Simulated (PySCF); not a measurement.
**WCl2: structure of the triplet**

Where does triplet WCl2 go from a bent start, is the end point a minimum, and what are its modes, charges and moments?

The runs use PySCF 2.14.0; PBE0, basis W def2-TZVP with ECP60, Cl def2-TZVP, scalar-relativistic core potentials, no spin–orbit coupling, density fitting.

### Step 1. Where the work starts

3 atoms, charge 0, spin multiplicity 3.

Bond lengths: W1–Cl2 2.360 Å, W1–Cl3 2.360 Å. Angles: Cl2–W1–Cl3 110.0°.

Coordinates in bohr (charge 0 multiplicity 3):
```
W     0.0000    0.0000    0.0000
Cl    3.6532    0.0000    2.5579
Cl   -3.6532    0.0000    2.5579
```

### Step 2. First SCF at the start

One driver script runs all steps and calls PySCF; scf.py shows how it sets up the SCF of each step. The optimiser is the driver's own. After this first run the driver tries any further starts and a stability analysis.

Contents of scf.py:

```python
from pyscf import gto, scf, dft
mol = gto.M(atom='''
W      0.000000     0.000000     0.000000
Cl     1.933200     0.000000     1.353600
Cl    -1.933200     0.000000     1.353600''',
    basis={'W': 'def2-TZVP', 'Cl': 'def2-TZVP'},
    ecp={'W': 'def2-TZVP'},
    charge=0, spin=2)
mf = dft.UKS(mol, xc='PBE0')
mf.grids.atom_grid = (50, 194)
aux = {'W': 'def2-universal-JKFIT', 'Cl': 'def2-universal-JKFIT'}
mf = mf.density_fit(auxbasis=aux)
mf.conv_tol = 1e-08
mf.diis_space = 10
mf.max_cycle = 60
mf.init_guess = 'minao'
mf.verbose = 4
mf.kernel()
```

Launch:

```bash
$ OMP_NUM_THREADS=4 python axn.py task.json out
```

The program printed:

```text
init E= -968.235700012671
[... the frontier-level lines of each cycle are left out ...]
cycle= 1 E= -987.041793360336  delta_E= -18.8  |g|= 0.432  |ddm|= 4.89
cycle= 2 E= -986.336759545297  delta_E= 0.705  |g|= 1.27  |ddm|= 1.27
cycle= 3 E= -987.141275429451  delta_E= -0.805  |g|= 0.202  |ddm|= 1.03
cycle= 4 E= -987.163013526533  delta_E= -0.0217  |g|= 0.0749  |ddm|= 0.316
cycle= 5 E= -987.16820086303  delta_E= -0.00519  |g|= 0.0245  |ddm|= 0.163
cycle= 6 E= -987.169389623886  delta_E= -0.00119  |g|= 0.0133  |ddm|= 0.0947
cycle= 7 E= -987.170186910031  delta_E= -0.000797  |g|= 0.00794  |ddm|= 0.0777
cycle= 8 E= -987.170958778218  delta_E= -0.000772  |g|= 0.0104  |ddm|= 0.0535
cycle= 9 E= -987.16945305831  delta_E= 0.00151  |g|= 0.00452  |ddm|= 0.147
cycle= 10 E= -987.169417739579  delta_E= 3.53e-05  |g|= 0.00179  |ddm|= 0.0365
cycle= 11 E= -987.169421265606  delta_E= -3.53e-06  |g|= 0.000642  |ddm|= 0.011
cycle= 12 E= -987.169421621539  delta_E= -3.56e-07  |g|= 0.000298  |ddm|= 0.00269
cycle= 13 E= -987.169422153045  delta_E= -5.32e-07  |g|= 0.000227  |ddm|= 0.00218
cycle= 14 E= -987.169422716568  delta_E= -5.64e-07  |g|= 8.35e-05  |ddm|= 0.00394
cycle= 15 E= -987.169422794784  delta_E= -7.82e-08  |g|= 3.82e-05  |ddm|= 0.0018
cycle= 16 E= -987.169422798342  delta_E= -3.56e-09  |g|= 1.79e-05  |ddm|= 0.000312
Extra cycle  E= -987.169422798823  delta_E= -4.8e-10  |g|= 1.95e-05  |ddm|= 5.8e-05
converged SCF energy = -987.169422798823  <S^2> = 2.0158264  2S+1 = 3.0105325
```

This step, with its further starts and checks, took 27 s on 4 threads of Arm Neoverse N1, shared host.

The starts that the driver tried:

| start | energy (Eh) |
| --- | --- |
| the minimal-basis guess | -987.169423 |
| a thermally smeared density | -987.177554 |
| a smeared PBE density | -987.177554 |

This is not the lowest solution: one lies 60.6 kJ/mol lower, at -987.19249 Eh, and the relaxation starts from that.

### Step 3. Relaxation: bent start, triplet

The program finds C2v symmetry in the start, which this walk keeps. Threshold on the gradient: 0.0003 Eh/bohr, with a further test on the energy change.

Edit scf.py of step 2 so:

```diff
@@ -3,3 +3,3 @@
-W      0.000000     0.000000     0.000000
-Cl     1.933200     0.000000     1.353600
-Cl    -1.933200     0.000000     1.353600''',
+W      0.000000     0.000000    -0.372871
+Cl     1.933200     0.000000     0.980729
+Cl    -1.933200     0.000000     0.980729''',
@@ -16 +15,0 @@
-mf.init_guess = 'minao'
```

Energy and gradient, step by step:

| step | energy (Eh) | change (kJ/mol) | largest symmetric gradient (Eh/bohr) |
| --- | --- | --- | --- |
| 0 | -987.192489 | 0.00 | 0.05365 |
| 1 | -987.205185 | -33.33 | 0.02630 |
| 2 | -987.210665 | -47.72 | 0.00709 |
| 3 | -987.214115 | -56.78 | 0.00534 |
| 4 | -987.215497 | -60.41 | 0.01035 |
| 5 | -987.216139 | -62.09 | 0.00674 |
| 6 | -987.218106 | -67.26 | 0.00339 |
| 7 | -987.218288 | -67.73 | 0.00622 |
| 8 | -987.218422 | -68.09 | 0.00062 |
| 9 | -987.218453 | -68.17 | 0.00045 |
| 10 | -987.218479 | -68.24 | 0.00071 |
| 11 | -987.218484 | -68.25 | 0.00018 |
| 12 | -987.218484 | -68.25 | 0.00004 |

The walk took 47 s.

Geometry (Å) and forces (eV/Å) at some steps:

```
step 0
W    0.000   0.000  -0.373   0.000   0.000   2.759
Cl   1.933   0.000   0.981  -1.278   0.000  -1.379
Cl  -1.933   0.000   0.981   1.278   0.000  -1.379
step 1
W    0.000   0.000  -0.259   0.000   0.000   1.352
Cl   1.937   0.000   0.924  -0.433   0.000  -0.676
Cl  -1.937   0.000   0.924   0.433   0.001  -0.676
step 6
W    0.000   0.000   0.357   0.000   0.000   0.041
Cl   2.184   0.000   0.616   0.174   0.000  -0.020
Cl  -2.184   0.000   0.616  -0.174   0.000  -0.020
step 12
W    0.000   0.000   0.529   0.000   0.000   0.000
Cl   2.208   0.000   0.530  -0.002   0.000   0.000
Cl  -2.208   0.000   0.530   0.002   0.000   0.000
```

End point (D∞h, 12 steps, 68.2 kJ/mol gained): W–Cl 2.208 Å (×2); Cl–W–Cl 179.9°.

### Step 4. Is it a minimum? Harmonic modes

The point is checked on the finer grid, and tightened if its gradient asks for it. The Hessian and the dipole derivatives come from central differences of analytic gradients, with steps of 0.02 bohr.

Edit scf.py of step 3 so:

```diff
@@ -3,3 +3,3 @@
-W      0.000000     0.000000    -0.372871
-Cl     1.933200     0.000000     0.980729
-Cl    -1.933200     0.000000     0.980729''',
+W      0.000000     0.000000     0.000000
+Cl     2.207898     0.000000     0.000000
+Cl    -2.207898     0.000000    -0.000000''',
@@ -10 +10 @@
-mf.grids.atom_grid = (50, 194)
+mf.grids.atom_grid = (75, 302)
@@ -13 +13 @@
-mf.conv_tol = 1e-08
+mf.conv_tol = 1e-10
```

This SCF starts from the last density.

SCF at the final geometry:

```text
init E= -987.218492012378
[... the frontier-level lines of each cycle are left out ...]
cycle= 1 E= -987.218492012382  delta_E= -3.18e-12  |g|= 7.67e-07  |ddm|= 3.63e-06
Extra cycle  E= -987.218492012383  delta_E= -1.36e-12  |g|= 1.15e-06  |ddm|= 3.43e-06
converged SCF energy = -987.218492012383  <S^2> = 2.0183391  2S+1 = 3.0122012
```

The whole step took 30 s.

Geometry: D∞h; W–Cl 2.208 Å (×2); Cl–W–Cl 180.0°.

Harmonic modes (main isotopes):

```json
{"symmetry": "πu", "ω (cm⁻¹)": "35", "IR (km/mol)": "0.1", "type": "bend"}
{"symmetry": "σg+", "ω (cm⁻¹)": "419", "IR (km/mol)": "0.0", "type": "stretch"}
{"symmetry": "σu+", "ω (cm⁻¹)": "428", "IR (km/mol)": "127", "type": "stretch"}
```

No imaginary mode, so this is a minimum.

Properties at this point:

```
Dipole moment                                                   : 0.00 D
Highest occupied level                                          : -5.82 eV
Lowest empty level                                              : -3.66 eV
Rotational constants                                            : 0.04945 cm⁻¹
Zero-point energy                                               : 5.5 kJ/mol
Principal polarisabilities                                      : 61.4, 61.4, 95.0 bohr³
Atomisation energy without zero-point energy                    : 824 kJ/mol
Principal traceless quadrupole moments about the centre of mass : -0.38, -0.38, 0.76 D Å
Entropy at 298.15 K and 1 bar (electronic part: spin only)      : 312.3 J/(mol K)
Heat capacity Cp at 298.15 K                                    : 57.6 J/(mol K)
Enthalpy at 298.15 K above 0 K                                  : 14.73 kJ/mol
Rotational symmetry number                                      : 2
Spin squared ⟨S²⟩                                               : 2.018
```

Populations by atom (charges in e):

```json
{"atom": "W1", "Mulliken": "0.54", "Löwdin": "-0.23", "polar tensor": "0.90", "spin (Mulliken)": "2.15", "Mayer order to W1": "–"}
{"atom": "Cl2,3", "Mulliken": "-0.27", "Löwdin": "0.11", "polar tensor": "-0.45", "spin (Mulliken)": "-0.08", "Mayer order to W1": "1.29"}
```

Outer orbital energies (eV). α occupied: -11.01, -11.01, -10.60, -10.25, -10.25, -7.25, -7.21, -7.21; empty: -3.66, -3.66, -0.23, -0.23. β occupied: -23.31, -12.87, -10.92, -10.92, -10.63, -10.36, -10.36, -5.82; empty: -2.78, -2.78, -2.55, -2.55.

Mulliken populations on W1 (outside its core potential): s 3.29, p 6.23, d 3.88, f 0.05.

### Step 5. What came out

| quantity | value |
| --- | --- |
| minimum | triplet, D∞h |
| geometry | W–Cl 2.208 Å (×2); Cl–W–Cl 180.0° |
| wavenumbers (cm⁻¹) | 35 (πu), 419 (σg+), 428 (σu+) |
| dipole moment | 0.00 D |
| highest occupied, lowest empty level (either spin) | -5.82, -3.66 eV |
| polar-tensor charge of W1 | +0.90 e |
| zero-point energy | 5.5 kJ/mol |
| entropy at 298.15 K | 312.3 J/(mol K) |
| atomisation energy (no zero-point energy) | 824 kJ/mol |
| ⟨S²⟩ | 2.018 |

**Reading.** From C2v at the start the molecule goes to a D∞h minimum. The strongest infrared band lies at 428 cm⁻¹ (σu+, stretch). The dipole vanishes although W1 carries +0.9 e by the polar tensor: the bond dipoles cancel. Most of the spin sits on W1 (Mulliken spin 2.15, against 2 for the whole molecule). The first SCF alone would have been 61 kJ/mol too high. Other starts or spin states, not run here, may lie lower. One determinant may miss the lowest occupation of an open d or f shell. Spin–orbit coupling, left out here, can matter for elements this heavy.

The search up to here took 1.7 min.
